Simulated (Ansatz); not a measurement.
# C2N2O3: the cost of one run

Computed with Ansatz 0.2.0 (the levels named in each step, unless a step's input says otherwise).

### 1 The starting structure

Bond lengths: N1–N2 1.098 Å, O3–C4 1.143 Å, C4–O5 1.145 Å, C6–O7 1.127 Å. Angles: O3–C4–O5 179.6°.

Structure file:

```xyz
7

N    -2.0800   -1.8021    0.1689
N    -1.0302   -1.4946    0.2658
O     2.1516   -0.3337    0.7446
C     1.6761   -0.0947   -0.2670
O     1.2064    0.1476   -1.2821
C    -1.6145    1.9842   -0.1041
O    -0.6814    1.6536    0.4355
```

### 2 A rough first relaxation, PBE-D4/def2-SVP

This run stands in another session on the same molecule. It ended at:

```xyz
7

N    -2.0940   -1.7994    0.1635
N    -1.0041   -1.6032    0.2582
O     2.1637   -0.3271    0.7758
C     1.6939   -0.1146   -0.2783
O     1.2303    0.1006   -1.3359
C    -1.6498    2.0417   -0.1054
O    -0.7121    1.7624    0.4836
```

### 3 Relaxation, r2SCAN-D4/def2-TZVPP

Contents of input.yaml:

```yaml
crystal:
  periodic: [false, false, false]
  atoms:
    - { symbol: "N", position_ang: [-2.0940134, -1.79938156, 0.16352545] }
    - { symbol: "N", position_ang: [-1.00407775, -1.60318326, 0.25822712] }
    - { symbol: O, position_ang: [2.16371645, -0.3270908, 0.77583394] }
    - { symbol: C, position_ang: [1.6939162, -0.11461689, -0.27827723] }
    - { symbol: O, position_ang: [1.23031288, 0.10060966, -1.33591532] }
    - { symbol: C, position_ang: [-1.64980355, 2.04170848, -0.10541492] }
    - { symbol: O, position_ang: [-0.71206082, 1.76242436, 0.48364096] }
basis:
  gaussian: { orbitals: def2-TZVPP }
hamiltonian:
  xc: r2scan
  dispersion: d4
relax:
  f_tol: 0.002
  max_steps: 150
```

Command:

```sh
$ ansatz run input.yaml --threads 4 --pin off --max-ram 10240MiB --backend cpu --events-out ev --progress --plain --runs-dir out
```

What time and memory should one allow on 4 threads of Intel Xeon Platinum 8488C (Sapphire Rapids), shared host?

About 85 s, with a peak of 0.48 GiB.
